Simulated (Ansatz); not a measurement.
Run this with the Python package of Ansatz (0.2.0) and show what comes out.

Script `tae.py`:
```python
"""Energy to split BH4ISeSi into its atoms."""

from collections import Counter

import ansatz as az


def single_point(molecule, charge=0, unpaired=0):
    calc = molecule.calculation().basis(gaussian="def2-SVP").functional("cam_b3lyp")
    if charge:
        calc = calc.charge(charge)
    if unpaired:
        calc = calc.spin("collinear", total=unpaired)
    report = calc.run(threads=1).report
    if report["published_state_doubts"]:
        print("  doubts:", report["published_state_doubts"])
    return report["free_energy_ev"]

geometry_ang = [
    ("Si", (0.1431, 1.1157, -0.2823)),
    ("B", (-0.4942, -0.6647, 0.0149)),
    ("Se", (-0.0763, -1.5757, 1.7358)),
    ("I", (-1.5479, -1.7235, -1.5389)),
    ("H", (-0.3434, 1.5912, -1.6448)),
    ("H", (-0.4884, 2.0557, 0.7287)),
    ("H", (1.5884, 1.2221, -0.2119)),
    ("H", (1.3109, -2.0777, 1.1426)),
]
mol = az.Crystal.molecule()
for symbol, xyz in geometry_ang:
    mol = mol.atom(symbol, xyz)

# unpaired electrons of the ground-state atoms
unpaired = {"Si": 2, "B": 1, "Se": 2, "I": 1, "H": 1}
counts = Counter(site.symbol for site in mol.cartesian_sites)
atom_energy = {s: single_point(az.Crystal.molecule().atom(s, (0, 0, 0)), 0, unpaired[s]) for s in counts}
whole = single_point(mol, 0, 0)
for s, e in atom_energy.items():
    print(f"{s:2s} x{counts[s]}  {e:14.5f} eV")
print(f"BH4ISeSi: {whole:.5f} eV")
split = sum(counts[s] * e for s, e in atom_energy.items()) - whole
print(f"atomisation energy (no zero-point term): {23.060548 * split:.1f} kcal/mol, {split / sum(counts.values()):.3f} eV an atom")
```

Running `python tae.py` prints:
```text
Si x1     -7871.66477 eV
B  x1      -669.70939 eV
Se x1    -65343.23951 eV
I  x1     -8100.21063 eV
H  x4       -13.54842 eV
BH4ISeSi: -82061.36085 eV
atomisation energy (no zero-point term): 515.2 kcal/mol, 2.793 eV an atom
```

515.2 kcal/mol from the electronic energies, without the zero-point term.

Caveats:
- The settings weren't tested for convergence.
- The geometry is a force-field or estimated start, not a minimum of this method, and the basis set is short of its limit. All parts are taken at fixed geometry, without zero-point energy.
- def2 sets replace the cores of elements past krypton by effective core potentials.
- The spin-orbit lowering of heavy atoms is left out.
- Hardware and time: 9 s on 1 thread of Arm Neoverse V1, on a shared host, peak memory 0.37 GiB.
